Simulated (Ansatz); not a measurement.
# AlPt3C (Pm-3m): relaxation driven by ASE

The task is a relaxation driven by ASE, for AlPt3C (Pm-3m).

Program: Ansatz 0.2.0 through its Python package. Level of theory: DFT PBE, plane waves, PAW. These are calculated values, not measurements.

## 1. Starting point

Symmetry: Pm-3m, No. 221, cubic system. Conventional cell: a = 4.185 Å, b = 4.185 Å, c = 4.185 Å, α = 90.00°, β = 90.00°, γ = 90.00°. Around Al (site symmetry m-3m) lie 12 Pt at 2.96 Å. Pt (site symmetry 4/mmm) is surrounded by 2 C at 2.09 Å. Around C (site symmetry m-3m) lie 6 Pt at 2.09 Å.

The script holds or builds the structure itself.

## 2. The script

ase_relax_alpt3c.py

```python
'''Relax AlPt3C with an ASE optimiser on Ansatz forces.'''

import warnings

import ansatz as az
from ase import Atoms
from ase.calculators.calculator import Calculator, all_changes
from ase.optimize import BFGS
import numpy as np


class PlaneWaves(Calculator):
    implemented_properties = ['energy', 'free_energy', 'forces']

    def calculate(self, atoms=None, properties=('energy',), system_changes=all_changes):
        super().calculate(atoms, properties, system_changes)
        bare = self.atoms.copy()
        bare.set_constraint()
        bare.set_momenta(None)
        job = (
            az.Crystal.from_ase(bare).calculation()
            .functional(az.Functional.PBE)
            .kpoints(4, 4, 4)
            .occupations(az.OccupationsMethod.FERMI_DIRAC)
            .scf(algorithm='direct_min')
            .forces()
        )
        report = job.run().report
        self.results['energy'] = self.results['free_energy'] = report['lagrangian_ev']
        self.results['forces'] = np.array(report['forces_ev_ang'])


def main() -> None:
    warnings.simplefilter('ignore')
    atoms = Atoms(
        ['Al', 'Pt', 'Pt', 'Pt', 'C'],
        cell=[(4.18515, 0.0, 0.0), (0.0, 4.18515, 0.0), (0.0, 0.0, 4.18515)],
        scaled_positions=[
            (0.0, 0.0, 0.0),
            (0.0, 0.5, 0.5),
            (0.5, 0.0, 0.5),
            (0.5, 0.5, 0.0),
            (0.5, 0.5, 0.5),
        ],
        pbc=True,
    )
    atoms.rattle(0.07, seed=97)
    atoms.calc = PlaneWaves()
    before = atoms.get_potential_energy(), atoms.get_volume()
    optimiser = BFGS(atoms, logfile=None)


    def tell():
        fmax = np.linalg.norm(atoms.get_forces(), axis=1).max()
        print(f'step {optimiser.nsteps:2d}  E = {atoms.get_potential_energy():.5f} eV  fmax = {fmax:.4f}  V = {atoms.get_volume():.3f} A^3')


    optimiser.attach(tell)
    met = optimiser.run(fmax=0.03, steps=12)
    print('threshold met:', bool(met), ' energy gained:', round(before[0] - atoms.get_potential_energy(), 5), 'eV')
    print('cell lengths and angles:', np.round(atoms.cell.cellpar(), 3))
    print(np.round(atoms.get_scaled_positions(), 4))


if __name__ == '__main__':
    main()
```

## 3. The input behind the calls

The engine receives this input (first run):

```yaml
crystal:
  lattice:
    - [4.18515, 0.0, 0.0]
    - [0.0, 4.18515, 0.0]
    - [0.0, 0.0, 4.18515]
  atoms:
    - { symbol: Al, position: [-0.029290023676675894, -0.007185378011165035, -0.012483959523651224] }
    - { symbol: Pt, position: [0.016840336590717358, 0.4901129778662741, 0.4811445152549327] }
    - { symbol: Pt, position: [0.4885941383888573, -0.016308675421207227, 0.5112973515857987] }
    - { symbol: Pt, position: [0.49569146634476285, 0.4951638093034003, -0.0057738569879825065] }
    - { symbol: C, position: [0.4718153666395599, 0.48795903403249674, 0.5064049641541261] }
kpoints:
  mp_grid:
    grid: [4, 4, 4]
hamiltonian:
  xc: pbe
scf:
  algorithm: direct_min
  occupations:
    method: fermi_dirac
output:
  forces: true
```

## 4. Running it

On the command line:

```sh
> python ase_relax_alpt3c.py
```

What it wrote:

```text
step  0  E = -38356.33996 eV  fmax = 2.6594  V = 73.305 A^3
step  1  E = -38356.46664 eV  fmax = 1.5801  V = 73.305 A^3
step  2  E = -38356.55776 eV  fmax = 0.6211  V = 73.305 A^3
step  3  E = -38356.57789 eV  fmax = 0.6062  V = 73.305 A^3
step  4  E = -38356.60265 eV  fmax = 0.8929  V = 73.305 A^3
step  5  E = -38356.65688 eV  fmax = 2.3112  V = 73.305 A^3
step  6  E = -38356.73220 eV  fmax = 1.8138  V = 73.305 A^3
step  7  E = -38356.96918 eV  fmax = 1.0945  V = 73.305 A^3
step  8  E = -38357.01335 eV  fmax = 0.7889  V = 73.305 A^3
step  9  E = -38357.04614 eV  fmax = 0.7535  V = 73.305 A^3
step 10  E = -38357.11492 eV  fmax = 1.5144  V = 73.305 A^3
step 11  E = -38357.16664 eV  fmax = 0.9466  V = 73.305 A^3
step 12  E = -38357.23098 eV  fmax = 0.8561  V = 73.305 A^3
threshold met: False  energy gained: 0.89102 eV
cell lengths and angles: [ 4.185  4.185  4.185 90.    90.    90.   ]
[[0.9733 0.9849 0.9947]
 [0.0039 0.4374 0.3951]
 [0.4365 0.0038 0.5957]
 [0.5254 0.5193 0.9998]
 [0.5046 0.5043 0.4953]]
```

Wall time 4.8 min (1 thread of Arm Neoverse V2, shared host); peak memory 0.58 GiB.

## 5. What changed from run to run

The engine's inputs for some of the other runs:

Run 5, against run 1:

```diff
@@ -7,5 +7,5 @@
-    - { symbol: Al, position: [-0.029290023676675894, -0.007185378011165035, -0.012483959523651224] }
-    - { symbol: Pt, position: [0.016840336590717358, 0.4901129778662741, 0.4811445152549327] }
-    - { symbol: Pt, position: [0.4885941383888573, -0.016308675421207227, 0.5112973515857987] }
-    - { symbol: Pt, position: [0.49569146634476285, 0.4951638093034003, -0.0057738569879825065] }
-    - { symbol: C, position: [0.4718153666395599, 0.48795903403249674, 0.5064049641541261] }
+    - { symbol: Al, position: [-0.03070787663809315, -0.007712572349288217, -0.011088257564517636] }
+    - { symbol: Pt, position: [-0.015567292768795255, 0.4866958400190078, 0.4643406670170469] }
+    - { symbol: Pt, position: [0.49163717762279235, -0.011342056292955515, 0.524999433438202] }
+    - { symbol: Pt, position: [0.5062493015333313, 0.4976253458207605, 0.0014182022954720532] }
+    - { symbol: C, position: [0.49204029881959477, 0.48447566953081206, 0.5009190597990341] }
```

Run 9, against run 1:

```diff
@@ -7,5 +7,5 @@
-    - { symbol: Al, position: [-0.029290023676675894, -0.007185378011165035, -0.012483959523651224] }
-    - { symbol: Pt, position: [0.016840336590717358, 0.4901129778662741, 0.4811445152549327] }
-    - { symbol: Pt, position: [0.4885941383888573, -0.016308675421207227, 0.5112973515857987] }
-    - { symbol: Pt, position: [0.49569146634476285, 0.4951638093034003, -0.0057738569879825065] }
-    - { symbol: C, position: [0.4718153666395599, 0.48795903403249674, 0.5064049641541261] }
+    - { symbol: Al, position: [-0.030869192964489405, -0.010273385570172513, -0.006152273960745664] }
+    - { symbol: Pt, position: [-0.0015085812804273937, 0.46745178184594577, 0.4029490379455503] }
+    - { symbol: Pt, position: [0.472413826742512, -0.007204338370560019, 0.5933386906824241] }
+    - { symbol: Pt, position: [0.5169669556369937, 0.5120530178489298, -0.006100344066549153] }
+    - { symbol: C, position: [0.486650588778124, 0.48771650474983747, 0.49655435140448817] }
```

Run 11, against run 1:

```diff
@@ -7,5 +7,5 @@
-    - { symbol: Al, position: [-0.029290023676675894, -0.007185378011165035, -0.012483959523651224] }
-    - { symbol: Pt, position: [0.016840336590717358, 0.4901129778662741, 0.4811445152549327] }
-    - { symbol: Pt, position: [0.4885941383888573, -0.016308675421207227, 0.5112973515857987] }
-    - { symbol: Pt, position: [0.49569146634476285, 0.4951638093034003, -0.0057738569879825065] }
-    - { symbol: C, position: [0.4718153666395599, 0.48795903403249674, 0.5064049641541261] }
+    - { symbol: Al, position: [-0.02602789044338332, -0.013097907385484745, -0.004452105562731066] }
+    - { symbol: Pt, position: [0.018698860412513684, 0.43959179999329717, 0.3885701199339769] }
+    - { symbol: Pt, position: [0.43859339868063824, 0.0059495632423810785, 0.6037936607053315] }
+    - { symbol: Pt, position: [0.5173259959750557, 0.5152188269433603, -0.0019161526103650766] }
+    - { symbol: C, position: [0.49506295667622824, 0.502081353379708, 0.4945937316626218] }
```

## 6. What each run gave

From the records of these 13 runs:

```csv
run,energy from run 13 (meV/atom),SCF cycles,CPU time (s)
1,178.20,5,21
2,152.87,5,21
3,134.64,5,22
4,130.62,5,22
5,125.67,5,22
6,114.82,6,24
7,99.75,6,24
8,52.36,5,21
9,43.53,5,20
10,36.97,5,20
11,23.21,6,25
12,12.87,5,20
13,0.00,6,23
```

Energies are free energies F = E - TS of the smeared occupations. 

## 7. What came out

| quantity | value |
| --- | --- |
| runs compared | 13 |
| energy, last run less first | -178.20 meV/atom |

In words: ASE moves the atoms and calls the engine once a geometry, 13 times in all; the potential energy changes by -178.20 meV/atom from the first to the last. The optimiser stopped at its step limit, short of its force threshold. Notes:
- The calculator gives ASE the free energy under both names; ASE's own meaning of energy is the limit of zero smearing.
- For a metal this k-point mesh is coarse: on a finer one energies can move by several to tens of meV an atom and pressures by half a GPa or more, differences at one mesh by less.
- Spin-orbit coupling, which matters for elements this heavy, is left out.
- The structure comes from a database of computed cells and needn't be a stable or known phase.
